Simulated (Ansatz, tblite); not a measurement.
# Cu(AsH3)(N(SiH3)2) (AsCuH₉NSi₂): one state, many levels, part 2 of 2

Aim: run the singlet of Cu(AsH3)(N(SiH3)2) (AsCuH₉NSi₂) at one geometry on many levels, and compare frontier levels, spin and run time.

Ansatz 0.2.0, Gaussian basis; as each input shows. The steps go on from the part before.

## Step 15: MP2/def2-TZVP

in.yaml reads:

```yaml
crystal:
  periodic: [false, false, false]
  atoms:
    - {symbol: Cu, position_ang: [-0.017693, -0.007215, 0.914264]}
    - {symbol: As, position_ang: [-0.023196, -0.026321, 3.149256]}
    - {symbol: H, position_ang: [0.527573, -1.225688, 3.883767]}
    - {symbol: H, position_ang: [-1.316118, 0.089168, 3.924554]}
    - {symbol: H, position_ang: [0.742779, 1.031520, 3.908527]}
    - {symbol: N, position_ang: [0.002367, 0.008053, -0.919244]}
    - {symbol: Si, position_ang: [0.026697, 1.560035, -1.669053]}
    - {symbol: Si, position_ang: [-0.009013, -1.530421, -1.696553]}
    - {symbol: H, position_ang: [1.229280, 1.784526, -2.543466]}
    - {symbol: H, position_ang: [0.049842, 2.631851, -0.616058]}
    - {symbol: H, position_ang: [-1.174092, 1.829233, -2.533337]}
    - {symbol: H, position_ang: [-1.209841, -1.751756, -2.574313]}
    - {symbol: H, position_ang: [-0.022631, -2.620898, -0.662622]}
    - {symbol: H, position_ang: [1.194047, -1.772076, -2.565722]}
basis:
  gaussian: {orbitals: def2-TZVP, initial_orbitals: start.molden}
correlation: {method: mp2, frozen_orbitals: {As: 9, Cu: 9, H: 0, "N": 1, Si: 5}}
scf: {omitted_lower_state_checks: [starts]}
output: {orbitals: {seedname: orbitals}}
```

Run with:

```
$ ansatz run in.yaml --threads 4 --pin off --events-out ev --progress --plain --max-ram 8704MiB
```

Standard output:

```text
Functional definition: HF
  name "HF"
  cite "Fock, Z. Phys. 61, 126 (1930) doi:10.1007/BF01340294"
  parent pbe
  exchange = exact_x
  correlation = 0
these checks for a lower state are left out or cut short: starts
1874 factors; integrals over basis functions are off by at most 8.7e-4 eV
mean field evaluation 1: about -122742.0881 eV, gradient 4.2e1 eV
mean field evaluation 2: about -122743.7695 eV, gradient 2.3e0 eV
mean field evaluation 4: about -122744.2964 eV, gradient 1.8e0 eV
mean field evaluation 8: about -122744.3049 eV, gradient 2.8e-4 eV
mean field -122744.30494631 eV, -4510.7700076987 hartree, gradient 4.1e-6 eV, S^2 0.000000; 0 other end points of the search recorded, 0 dependent functions left out
29 core orbitals not correlated: weight in the atoms' cores, before any rotation towards them, 1.000 or more for the frozen orbitals, at most 0.000 for the correlated occupied ones
reference -122744.30494631 eV, -4510.7700076987 hartree; 24, 24 occupied and 199, 199 virtual orbitals, 1874 factors
second order -32.49417780 eV of doubles, -0.00000000 eV of singles
Total energy: -122776.79912411 eV, -4511.9641467075 hartree
Checks for a lower state left out: starts
```

Run time: 7.5 s. Hardware: 4 threads of Arm Neoverse V1, shared host; peak memory 0.79 GiB.

Hartree-Fock HOMO -9.01 eV, LUMO 1.66 eV.

## Step 16: RPA/def2-TZVP

Changes to in.yaml since step 15:

```diff
@@ -19,4 +19,4 @@
   gaussian: {orbitals: def2-TZVP, initial_orbitals: start.molden}
-correlation: {method: mp2, frozen_orbitals: {As: 9, Cu: 9, H: 0, "N": 1, Si: 5}}
+hamiltonian: {xc: pbe}
+correlation: {method: rpa, frozen_orbitals: {As: 9, Cu: 9, H: 0, "N": 1, Si: 5}}
 scf: {omitted_lower_state_checks: [starts]}
-output: {orbitals: {seedname: orbitals}}
```

The command is unchanged.

Standard output, cut to the lines that bear on the results:

```text
Functional definition: PBE
  name "PBE"
  cite "Perdew, Burke & Ernzerhof, Phys. Rev. Lett. 77, 3865 (1996) doi:10.1103/PhysRevLett.77.3865"
  parent pbe
[...]
1874 factors; integrals over basis functions are off by at most 8.7e-4 eV
[...]
mean field -122850.70180366 eV, -4514.6800200882 hartree, gradient 2.4e-6 eV, S^2 0.000000; 0 other end points of the search recorded, 0 dependent functions left out
29 core orbitals not correlated: weight in the atoms' cores, before any rotation towards them, 1.000 or more for the frozen orbitals, at most 0.000 for the correlated occupied ones
reference -122741.03039078 eV, -4510.6496700027 hartree; 24, 24 occupied and 199, 199 virtual orbitals, 1874 factors
Total energy: -122790.55008044 eV, -4512.4694850321 hartree
Checks for a lower state left out: starts
```

It took 11 s on 4 threads of Arm Neoverse V1, shared host; peak memory 0.71 GiB.

## Step 17: Levels side by side

```tsv
level	functions	HOMO (eV)	LUMO (eV)	gap (eV)	time
HF/STO-3G	68	-2.32	4.67	6.99	1.5 s
PBE-D4/def2-SVP	158	-4.81	-1.54	3.27	2.4 s
PBE-D4/def2-TZVP	252	-5.04	-1.75	3.29	4 s
PBE-D4/def2-TZVPD	306	-5.09	-1.87	3.22	6.5 s
r2SCAN-D4/def2-TZVP	252	-5.23	-1.56	3.66	8.5 s
r2SCAN-D4/def2-TZVPD	306	-5.26	-1.65	3.60	12 s
B97M-V/def2-TZVP	252	-5.36	-1.72	3.65	22 s
PBE0-D4/def2-SVP	158	-6.00	-0.74	5.26	3.6 s
PBE0-D4/def2-TZVP	252	-6.18	-0.94	5.24	8.5 s
PBE0-D4/def2-TZVPD	306	-6.22	-1.10	5.12	12 s
CAM-B3LYP-D4/def2-TZVP	252	-7.48	0.02	7.50	9 s
```

Energy pieces by basis (eV):

```tsv
basis	HF	MP2 correlation	CCSD correlation	(T)	total
def2-SVP	-122723.0277	-26.2405	-26.6553	-0.9765	-122750.6595
def2-TZVP	-122744.3049	-32.4942			-122776.7991 (MP2)
```

The correlation energy is far from converged in these sets, so it jumps between bases; where outer-core shells are correlated, the sets cover them unevenly.

## Step 18: Binding energy

Free atoms were run apart at each level; binding is atoms less cluster, divided by the number of atoms, without zero-point or spin-orbit terms.

Differences are taken before rounding.

```tsv
method	binding an atom (eV)	from CCSD(T)/def2-SVP (eV)	time
HF/def2-SVP	2.034	-0.691	
HF/def2-TZVP	2.041	-0.684	
PBE-D4/def2-SVP	2.949	+0.224	2.4 s
PBE-D4/def2-TZVP	2.926	+0.202	4 s
PBE-D4/def2-TZVPD	2.931	+0.206	6.5 s
r2SCAN-D4/def2-TZVP	2.942	+0.217	8.5 s
r2SCAN-D4/def2-TZVPD	2.946	+0.221	12 s
B97M-V/def2-TZVP	2.957	+0.232	22 s
PBE0-D4/def2-SVP	2.894	+0.170	3.6 s
PBE0-D4/def2-TZVP	2.885	+0.160	8.5 s
PBE0-D4/def2-TZVPD	2.888	+0.164	12 s
CAM-B3LYP-D4/def2-TZVP	2.955	+0.230	9 s
MP2/def2-SVP	2.709	-0.016	
MP2/def2-TZVP	2.803	+0.078	7.5 s
CCSD/def2-SVP	2.690	-0.035	
CCSD(T)/def2-SVP	2.725	0	46 s
```

Among the levels timed on like hardware and quicker than the yardstick, those that no quicker one beats, quickest first: PBE-D4/def2-SVP (2.4 s, +0.224 eV); PBE0-D4/def2-SVP (3.6 s, +0.170 eV); MP2/def2-TZVP (7.5 s, +0.078 eV).

## Step 19: What came out

This closing draws on all 2 parts.

| quantity | value |
| --- | --- |
| gap in def2-TZVP, named functionals, smallest and largest | 3.29 eV (PBE-D4), 7.50 eV (CAM-B3LYP-D4) |
| correlation energy, CCSD(T)/def2-SVP | -27.63 eV |
| correlation energy, MP2/def2-TZVP | -32.49 eV |
| binding an atom, CCSD(T)/def2-SVP | 2.725 eV |
| PBE0 total energy, smallest basis above largest | 21.60 eV (def2-SVP, def2-TZVPD) |

What this shows: Over the named functionals in def2-TZVP the gap runs from 3.29 eV (PBE-D4) to 7.50 eV (CAM-B3LYP-D4); exact exchange widens it. The functionals in def2-TZVP miss CCSD(T)/def2-SVP by +0.160 (PBE0-D4) to +0.232 eV (B97M-V) an atom. The yardstick is in a double-zeta basis, so levels in larger sets aren't compared like for like. CCSD(T)/def2-SVP isn't at the basis-set limit; small misses against it rank nothing.

MP2/def2-TZVP reaches 0.078 eV from the reference in 7.5 s, where CCSD(T)/def2-SVP took 46 s; the quickest level in the cost chart, PBE-D4/def2-SVP, takes 2.4 s and misses by 0.224 eV. The slowest run with a step of its own, CCSD(T)/def2-SVP, took 46 s; the quickest functional in def2-TZVP took 4 s (shared host).
